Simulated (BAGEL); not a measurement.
**CHClFNSi (SMILES N#C[SiH](F)Cl) at RI-MP2/6-31G(d) (density fitting with qzvpp-jkfit, spherical functions)**

Aim: the energy change on altering one bond length of CHClFNSi at RI-MP2/6-31G* (density fitting with qzvpp-jkfit, spherical functions), from 2 runs. 

The calculation is run with BAGEL 1.2.2.

6 further runs of the same task are left out: 6 that didn't finish. Runs told in other sessions of the task aren't counted.

### 1 The molecule

The species is CHClFNSi (6 atoms), meant as a singlet with charge 0. As SMILES, `N#C[SiH](F)Cl`. The shape is that of a PBE0-D4/def2-TZVP optimisation.

Bond lengths: N1–C2 1.151 Å, C2–Si3 1.839 Å, Si3–F4 1.579 Å, Si3–Cl5 2.016 Å, Si3–H6 1.467 Å. Angles: N1–C2–Si3 178.0°, C2–Si3–F4 107.1°, C2–Si3–Cl5 108.2°, F4–Si3–Cl5 110.0°, C2–Si3–H6 110.3°, F4–Si3–H6 110.0°, Cl5–Si3–H6 111.2°.

### 2 The energy at RI-MP2/6-31G(d) (density fitting with qzvpp-jkfit, spherical functions)

input.json reads:

```json
{ "bagel": [

{
  "title": "molecule",
  "basis": "6-31gs.json",
  "df_basis": "qzvpp-jkfit",
  "angstrom": true,
  "geometry": [
    { "atom": "N", "xyz": [   -1.977800,    0.308700,    1.400100 ] },
    { "atom": "C", "xyz": [   -1.043300,    0.191200,    0.738300 ] },
    { "atom": "Si", "xyz": [    0.411900,   -0.001400,   -0.370200 ] },
    { "atom": "F", "xyz": [    1.492700,    1.050000,    0.097500 ] },
    { "atom": "Cl", "xyz": [    1.130200,   -1.872300,   -0.149400 ] },
    { "atom": "H", "xyz": [    0.028400,    0.259800,   -1.762400 ] }
  ]
},
{ "title": "hf", "charge": 0 },
{ "title": "mp2", "charge": 0, "ncore": 13 }

]}
```

The basis set 6-31G* is read from a file made from the Basis Set Exchange's data (not shown).

Launch:

```sh
$ BAGEL_NUM_THREADS=1 BAGEL input.json > input.out
```

Log:

```text
* using 1 threads per process

  ===============================================================
  ===============================================================

  *** Geometry ***

  { "atom" : "N", "xyz" : [     -3.737500,      0.583358,      2.645806 ] },
  { "atom" : "C", "xyz" : [     -1.971551,      0.361316,      1.395185 ] },
  { "atom" : "Si", "xyz" : [      0.778378,     -0.002646,     -0.699577 ] },
  { "atom" : "F", "xyz" : [      2.820794,      1.984212,      0.184248 ] },
  { "atom" : "Cl", "xyz" : [      2.135768,     -3.538134,     -0.282325 ] },
  { "atom" : "H", "xyz" : [      0.053668,      0.490951,     -3.330453 ] },

  Number of auxiliary basis functions:      503

  Since a DF basis is specified, we compute 2- and 3-index integrals:
    o Being stored without compression. Storage requirement is 0.026 GB

  Number of basis functions:       80
  Number of electrons      :       54

    * METHOD: MOLECULE                             0.25

  *** RHF ***

  === Nuclear Repulsion ===
   256.9632260468

      * DIIS with orbital gradients will be used.

  === RHF iteration (6-31gs.json) ===
      0       -940.55516281          0.02486606           0.06
      1       -940.66411161          0.02186364           0.06
      2       -940.84712113          0.00213393           0.05
      3       -940.84952426          0.00107450           0.06
      4       -940.85010753          0.00016345           0.06
      5       -940.85012921          0.00005789           0.06
      6       -940.85013196          0.00001987           0.06
      7       -940.85013232          0.00000350           0.05
      8       -940.85013233          0.00000204           0.05
      9       -940.85013233          0.00000054           0.06
     10       -940.85013233          0.00000030           0.05
     11       -940.85013233          0.00000015           0.05
     12       -940.85013233          0.00000007           0.06
     13       -940.85013233          0.00000003           0.05
     14       -940.85013233          0.00000002           0.06
     15       -940.85013233          0.00000001           0.05
     16       -940.85013233          0.00000000           0.06
    * SCF iteration converged.

    * Permanent dipole moment:
           (   -0.425806,     0.023049,     0.945117) a.u.

    * METHOD: HF                                   1.09

  *** RHF ***

  === Nuclear Repulsion ===
   256.9632260468

      * DIIS with orbital gradients will be used.

  === RHF iteration (6-31gs.json) ===
      0       -940.85013233          0.00000000           0.06
    * SCF iteration converged.

    * Permanent dipole moment:
           (   -0.425806,     0.023049,     0.945117) a.u.

  === DF-MP2 calculation ===

    * freezing 13 orbitals
    * 3-index integral transformation done
    * assembly done

      MP2 correlation energy:   -0.6485825685      0.03

      MP2 total energy:       -941.4987148976

    * METHOD: MP2                                  0.16

  ===============================================================
```

Run time: 1.6 s. Hardware: 1 thread of Intel Xeon 6975P-C (Granite Rapids), shared host.

### 3 The distorted shape at the same level

input.json reads:

```json
{ "bagel": [

{
  "title": "molecule",
  "basis": "6-31gs.json",
  "df_basis": "qzvpp-jkfit",
  "angstrom": true,
  "geometry": [
    { "atom": "N", "xyz": [   -3.274791,   -0.953011,    0.838846 ] },
    { "atom": "C", "xyz": [   -2.340291,   -1.070511,    0.177046 ] },
    { "atom": "Si", "xyz": [   -0.885091,   -1.263111,   -0.931454 ] },
    { "atom": "F", "xyz": [    1.492700,    1.050000,    0.097500 ] },
    { "atom": "Cl", "xyz": [   -0.166791,   -3.134011,   -0.710654 ] },
    { "atom": "H", "xyz": [   -1.268591,   -1.001911,   -2.323654 ] }
  ]
},
{ "title": "hf" },
{ "title": "mp2", "ncore": 13 }

]}
```

The basis set 6-31G* is read from a file made from the Basis Set Exchange's data (not shown).

Launch:

```sh
$ BAGEL_NUM_THREADS=1 BAGEL input.json > input.out
```

Log:

```text
* using 1 threads per process

  ===============================================================
  ===============================================================

  *** Geometry ***

  { "atom" : "N", "xyz" : [     -6.188458,     -1.800930,      1.585189 ] },
  { "atom" : "C", "xyz" : [     -4.422509,     -2.022973,      0.334568 ] },
  { "atom" : "Si", "xyz" : [     -1.672580,     -2.386934,     -1.760193 ] },
  { "atom" : "F", "xyz" : [      2.820794,      1.984212,      0.184248 ] },
  { "atom" : "Cl", "xyz" : [     -0.315189,     -5.922422,     -1.342941 ] },
  { "atom" : "H", "xyz" : [     -2.397290,     -1.893337,     -4.391070 ] },

  Number of auxiliary basis functions:      503

  Since a DF basis is specified, we compute 2- and 3-index integrals:
    o Being stored without compression. Storage requirement is 0.026 GB

  Number of basis functions:       80
  Number of electrons      :       54

    * METHOD: MOLECULE                             0.18

  *** RHF ***

  === Nuclear Repulsion ===
   217.1609296823

      * DIIS with orbital gradients will be used.

  === RHF iteration (6-31gs.json) ===
      0       -940.07210672          0.02720908           0.06
      1       -937.76380649          0.06040952           0.06
      2       -940.44655482          0.01005226           0.06
      3       -940.51539582          0.00383891           0.05
      4       -940.53105352          0.00137630           0.05
      5       -940.53606357          0.00106236           0.06
      6       -940.53741619          0.00039312           0.05
      7       -940.53767445          0.00005975           0.06
      8       -940.53767934          0.00002353           0.06
      9       -940.53768040          0.00001414           0.06
     10       -940.53768076          0.00000900           0.06
     11       -940.53768105          0.00000684           0.05
     12       -940.53768125          0.00000459           0.05
     13       -940.53768146          0.00000265           0.05
     14       -940.53768151          0.00000134           0.05
     15       -940.53768152          0.00000073           0.05
     16       -940.53768153          0.00000049           0.05
     17       -940.53768153          0.00000030           0.05
     18       -940.53768153          0.00000019           0.05
     19       -940.53768153          0.00000008           0.05
     20       -940.53768153          0.00000005           0.05
     21       -940.53768153          0.00000004           0.06
     22       -940.53768153          0.00000002           0.06
     23       -940.53768153          0.00000002           0.06
     24       -940.53768153          0.00000001           0.06
     25       -940.53768153          0.00000001           0.06
    * SCF iteration converged.

    * Permanent dipole moment:
           (    1.800054,     2.255866,     1.694857) a.u.

    * METHOD: HF                                   1.57

  *** RHF ***

  === Nuclear Repulsion ===
   217.1609296823

      * DIIS with orbital gradients will be used.

  === RHF iteration (6-31gs.json) ===
      0       -940.53768153          0.00000001           0.06
    * SCF iteration converged.

    * Permanent dipole moment:
           (    1.800055,     2.255866,     1.694857) a.u.

  === DF-MP2 calculation ===

    * freezing 13 orbitals
    * 3-index integral transformation done
    * assembly done

      MP2 correlation energy:   -0.6987381309      0.03

      MP2 total energy:       -941.2364196565

    * METHOD: MP2                                  0.15

  ===============================================================
```

It took 2 s on 1 thread of Intel Xeon 6975P-C (Granite Rapids), shared host.

### 4 Outcome

At RI-MP2/6-31G* (density fitting with qzvpp-jkfit, spherical functions), 13 core orbitals frozen:

| quantity | value |
| --- | --- |
| first shape: total energy | -941.49871 Eh |
| first shape: correlation energy (13 core orbitals frozen) | -648.6 mEh |
| distorted shape: total energy | -941.23642 Eh |
| distorted shape: correlation energy (13 core orbitals frozen) | -698.7 mEh |
| energy change with the Si3–F4 bond stretched from 1.579 to 3.473 Å | 7.137 eV |

**Reading.** One bond (distorted shape) is far stretched, which a spin-restricted single reference describes badly; perturbation theory on it can break down and give far too much correlation. With the Si3–F4 bond stretched from 1.579 to 3.473 Å the energy rises by 7.14 eV (165 kcal/mol). The first shape isn't relaxed at this level, so the change isn't measured from a minimum. A restricted reference can't describe the breaking bond well at this length.
